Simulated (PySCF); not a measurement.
# [GeS2]-: doublet, from a bent start

The task is one start of a wider search on [GeS2]-: the doublet, from a bent start. It is relaxed, tested by its Hessian and followed downhill if it is a saddle.

The runs use PySCF 2.14.0; B3LYP, basis Ge def2-SVPD, S def2-SVPD, no relativity, density fitting.

## (1) The starting structure

3 atoms, charge -1, spin multiplicity 2.

Bond lengths: Ge1–S2 2.050 Å, Ge1–S3 2.050 Å. Angles: S2–Ge1–S3 110.0°.

```xyz
3
charge -1 multiplicity 2
Ge    0.0000    0.0000    0.0000
S     1.6793    0.0000    1.1758
S    -1.6793    0.0000    1.1758
```

## (2) First SCF at the start

The steps below are one call of a driver around PySCF. For each, scf.py gives the equivalent set-up of the SCF; relaxations use the driver's own optimiser. After this first run the driver tries any further starts and a stability analysis.

File scf.py:

```python
from pyscf import gto, scf, dft
mol = gto.M(atom='''
Ge     0.000000     0.000000     0.000000
S      1.679300     0.000000     1.175800
S     -1.679300     0.000000     1.175800''',
    basis={'Ge': 'def2-SVPD', 'S': 'def2-SVPD'},
    charge=-1, spin=1)
mf = dft.UKS(mol, xc='B3LYP')
mf.grids.atom_grid = (50, 194)
aux = {'Ge': 'def2-universal-JKFIT', 'S': 'def2-universal-JKFIT'}
mf = mf.density_fit(auxbasis=aux)
mf.conv_tol = 1e-08
mf.diis_space = 10
mf.max_cycle = 60
mf.init_guess = 'minao'
mf.verbose = 4
mf.kernel()
```

Started as:

```console
OMP_NUM_THREADS=2 python axn.py task.json out
```

Log:

```text
init E= -2872.63041929948
[... the frontier-level lines of each cycle are left out ...]
cycle= 1 E= -2872.94121852683  delta_E= -0.311  |g|= 0.464  |ddm|= 1.67
cycle= 2 E= -2872.54611714131  delta_E= 0.395  |g|= 0.915  |ddm|= 1.73
cycle= 3 E= -2873.06237860819  delta_E= -0.516  |g|= 0.0839  |ddm|= 1.15
cycle= 4 E= -2873.066990689  delta_E= -0.00461  |g|= 0.0433  |ddm|= 0.207
cycle= 5 E= -2873.06843339847  delta_E= -0.00144  |g|= 0.00911  |ddm|= 0.0654
cycle= 6 E= -2873.06849748559  delta_E= -6.41e-05  |g|= 0.00246  |ddm|= 0.0138
cycle= 7 E= -2873.06850415889  delta_E= -6.67e-06  |g|= 0.000672  |ddm|= 0.00906
cycle= 8 E= -2873.06850515074  delta_E= -9.92e-07  |g|= 0.000199  |ddm|= 0.00301
cycle= 9 E= -2873.06850522373  delta_E= -7.3e-08  |g|= 0.000125  |ddm|= 0.000929
cycle= 10 E= -2873.06850524304  delta_E= -1.93e-08  |g|= 2.96e-05  |ddm|= 0.000482
cycle= 11 E= -2873.06850524448  delta_E= -1.44e-09  |g|= 3.96e-06  |ddm|= 0.000145
Extra cycle  E= -2873.06850524449  delta_E= -1.36e-11  |g|= 3.74e-06  |ddm|= 1.78e-05
converged SCF energy = -2873.06850524449  <S^2> = 0.7554199  2S+1 = 2.0054126
```

This step, with its further starts and checks, ran for 6.5 s (2 threads of Arm Neoverse V2, shared host).

The test of internal stability found no lower solution of this spin.

## (3) Relaxation: bent start, doublet

The program finds C2v symmetry in the start, which this walk keeps. The walk stops when the largest gradient is under 0.0003 Eh/bohr and the energy has settled too.

scf.py, as its differences from that of step 2:

```diff
@@ -3,3 +3,3 @@
-Ge     0.000000     0.000000     0.000000
-S      1.679300     0.000000     1.175800
-S     -1.679300     0.000000     1.175800''',
+Ge     0.000000     0.000000    -0.545355
+S      1.679300     0.000000     0.630445
+S     -1.679300     0.000000     0.630445''',
@@ -15 +14,0 @@
-mf.init_guess = 'minao'
```

Steps of the walk:

```tsv
step	energy (Eh)	change (kJ/mol)	largest symmetric gradient (Eh/bohr)
0	-2873.068505	0.00	0.04889
1	-2873.083041	-38.16	0.01133
2	-2873.086294	-46.70	0.00837
3	-2873.086979	-48.50	0.00547
4	-2873.087138	-48.92	0.00239
5	-2873.087177	-49.02	0.00031
6	-2873.087177	-49.02	0.00002
```

The walk took 17 s.

Geometry (Å) and forces (eV/Å) at some steps:

```
step 0
Ge   0.000   0.000  -0.545   0.000   0.000  -1.196
S    1.679   0.000   0.630   2.514   0.000   0.598
S   -1.679   0.000   0.630  -2.514   0.000   0.598
step 1
Ge   0.000   0.000  -0.501   0.000   0.000   0.346
S    1.819   0.000   0.608   0.583   0.000  -0.173
S   -1.819   0.000   0.608  -0.583   0.000  -0.173
step 3
Ge   0.000   0.000  -0.385   0.003   0.000   0.281
S    1.944   0.000   0.550  -0.162   0.000  -0.141
S   -1.944   0.000   0.550   0.159   0.000  -0.140
step 6
Ge   0.000   0.000  -0.356   0.000   0.000   0.000
S    1.950   0.000   0.536  -0.001   0.000   0.000
S   -1.950   0.000   0.536   0.001   0.000   0.000
```

It settles in C2v symmetry, 49.0 kJ/mol below the start, after 6 steps: Ge–S 2.144 Å (×2); S–Ge–S 130.9°.

## (4) Hessian and properties

The point is checked on the finer grid, and tightened if its gradient asks for it. The Hessian and the dipole derivatives come from central differences of analytic gradients, with steps of 0.02 bohr.

scf.py, as its differences from that of step 3:

```diff
@@ -3,3 +3,3 @@
-Ge     0.000000     0.000000    -0.545355
-S      1.679300     0.000000     0.630445
-S     -1.679300     0.000000     0.630445''',
+Ge     0.000000     0.000000    -0.413286
+S      1.949737     0.000000     0.477770
+S     -1.949737     0.000000     0.477770''',
@@ -9 +9 @@
-mf.grids.atom_grid = (50, 194)
+mf.grids.atom_grid = (75, 302)
@@ -12 +12 @@
-mf.conv_tol = 1e-08
+mf.conv_tol = 1e-10
```

This SCF starts from the last density.

Log of the central SCF (cycles and frontier levels):

```text
init E= -2873.08723669071
[... the frontier-level lines of each cycle are left out ...]
cycle= 1 E= -2873.08723669013  delta_E= 5.72e-10  |g|= 2.9e-05  |ddm|= 5.68e-05
cycle= 2 E= -2873.08723668633  delta_E= 3.81e-09  |g|= 7.43e-05  |ddm|= 0.000146
cycle= 3 E= -2873.08723669083  delta_E= -4.5e-09  |g|= 2.76e-06  |ddm|= 0.000105
cycle= 4 E= -2873.08723669083  delta_E= 6.37e-12  |g|= 9.49e-08  |ddm|= 3.61e-06
Extra cycle  E= -2873.08723669082  delta_E= 3.64e-12  |g|= 1.03e-07  |ddm|= 3.08e-07
converged SCF energy = -2873.08723669082  <S^2> = 0.75549786  2S+1 = 2.0054903
```

The whole step took 33 s.

Geometry: C2v; Ge–S 2.144 Å (×2); S–Ge–S 130.9°.

Harmonic modes (main isotopes):

```json
{"symmetry": "a1", "ω (cm⁻¹)": "143", "IR (km/mol)": "4.3", "type": "bend"}
{"symmetry": "a1", "ω (cm⁻¹)": "398", "IR (km/mol)": "7.1", "type": "stretch"}
{"symmetry": "b2", "ω (cm⁻¹)": "451", "IR (km/mol)": "145", "type": "stretch"}
```

All wavenumbers are real: a minimum.

Properties at this point:

```
Dipole moment about the centre of mass                          : 1.90 D
Highest occupied level                                          : -1.09 eV
Lowest empty level                                              : 0.92 eV
Rotational constants                                            : 0.6193, 0.06935, 0.06237 cm⁻¹
Zero-point energy                                               : 5.9 kJ/mol
Principal polarisabilities                                      : 74.5, 89.0, 158.6 bohr³
Principal traceless quadrupole moments about the centre of mass : -20.44, 8.41, 12.03 D Å
Entropy at 298.15 K and 1 bar (electronic part: spin only)      : 297.6 J/(mol K)
Heat capacity Cp at 298.15 K                                    : 53.1 J/(mol K)
Enthalpy at 298.15 K above 0 K                                  : 13.15 kJ/mol
Rotational symmetry number                                      : 2
Spin squared ⟨S²⟩                                               : 0.755
```

Populations by atom (charges in e):

```
atom  Mulliken  Löwdin  polar tensor  spin (Mulliken)  Mayer order to Ge1
 Ge1      0.44   -0.13          0.54             0.46                   –
S2,3     -0.72   -0.44         -0.77             0.27                1.50
```

Mulliken populations on Ge1: s 7.62, p 13.72, d 10.22.

## (5) Fields at the lowest minimum

The plane holds Ge1 at (0.00, 0.00), S2 at (2.14, 0.00), S3 at (-1.40, 1.62) Å. Columns run from x = -3.45 to 4.35 Å, rows from y = 4.05 (top) to -1.95 Å, in steps of 0.3 Å.

Density (cut at 5 e/Å³):

Ten steps from '0' (0.000 e/Å³) to '9' (5.000 e/Å³), finer at the low end (step k begins (100^(k/10) - 1)/99 of the way up):
```
000000000000000000000000000
000000000000000000000000000
000000000000000000000000000
000011111110000000000000000
000112333221000000000000000
001234555432100000000000000
001245666542100000000000000
012356998653210000000000000
012467999753211111111100000
012457998654322222332210000
012356776654433334444321000
001235566556654455666431100
001123445589975566787642100
000112234699996567998642100
000001234699996567998642100
000000123589985556787642100
000000123456654445666432100
000000012344433334444321000
000000001222222222332210000
000000000111111111111100000
000000000000000000000000000
```

ELF (0 where the density is under 0.005 e/Å³):

Ten even steps from '0' (0.00) to '9' (0.95):
```
000000000000000000000000000
000011223220000000000000000
000123445543100000000000000
001235666665310000000000000
012457888876410000000000000
124578999987520000000000000
245788547987510000122200000
356894160787410002455431000
467991955487410025666653100
468993481686421246788764300
467998314874323468999875310
467888877621113688889986420
256677665226622685003986421
034544344164461680981787421
001222244164461670981787421
000001256326622574003986420
000001378632124568889986420
000002589986554357999875310
000003689999863236888765310
000003689999852125677654100
000000578998631013555542000
```

Highest occupied orbital at -1.09 eV (sign arbitrary; one member if degenerate):

Ten even steps from '0' (-0.67 Å^-3/2) to '9' (0.37 Å^-3/2):
```
666666666666666666666666666
666666666666666666666666666
666677777766666666666666666
666777777776666666666666666
666777888777666666666666666
666778998877666666666666666
666778999877666666666666666
666677878776666666666666666
666666606666666666677776666
666554574455666666777777666
665543222455556666788877766
665554333455555556789887776
666555445666665555789987776
666655566778665444718987776
666666677870676433977877766
666666678996776532346777666
666666778999986543345666666
666666778899887654445666666
666666777888877655555666666
666666777777776665555666666
666666677777776666666666666
```

Along Ge1–S2 (2.144 Å) the density is least, 0.73 e/Å³, about 0.96 Å from Ge1; ELF there is 0.48.

Values on the line from Ge1 (at 0) through S2 (at 2.144 Å):

```tsv
distance (Å)	density (e/Å³)	ELF	electrostatic potential (V)	spin density (e/Å³)
-0.75	0.935	0.164	25	0.0231
-0.54	4.88	0.433	65.6	0.0267
-0.32	39.6	0.774	245	-0.0184
-0.11	502	0.722	2.12e+03	0.277
0.21	83.1	0.461	621	0.0159
0.43	14	0.68	118	0.0112
0.64	1.91	0.185	40.5	-0.00832
0.86	0.779	0.264	17.2	-0.00273
1.07	0.755	0.661	10.1	0.0275
1.29	0.97	0.789	14.8	0.0818
1.50	1.24	0.371	37.2	0.13
1.71	3.09	0.131	100	0.0669
1.93	54.3	0.861	373	0.148
2.25	169	0.315	1.19e+03	0.604
2.47	12.6	0.686	176	0.000759
2.68	1.49	0.114	59.5	0.0714
2.89	0.909	0.754	20.9	0.0768
3.11	0.487	0.852	5.62	0.0475
3.32	0.227	0.781	-0.543	0.0253
```

Making the fields took 0.9 s.

## (6) Summary of results

| quantity | value |
| --- | --- |
| minimum | doublet, C2v |
| geometry | Ge–S 2.144 Å (×2); S–Ge–S 130.9° |
| wavenumbers (cm⁻¹) | 143 (a1), 398 (a1), 451 (b2) |
| dipole moment (centre of mass) | 1.90 D |
| highest occupied, lowest empty level (either spin) | -1.09, 0.92 eV |
| polar-tensor charge of Ge1 | +0.54 e |
| zero-point energy | 5.9 kJ/mol |
| entropy at 298.15 K | 297.6 J/(mol K) |
| ⟨S²⟩ | 0.755 |

What this shows: The bent start keeps its C2v symmetry and ends in a minimum. In the infrared the band at 451 cm⁻¹ (b2, stretch) leads. Only this shape and spin were tried, so other structures or states may lie lower.

The search up to here ran for 57 s (2 threads of Arm Neoverse V2, shared host).
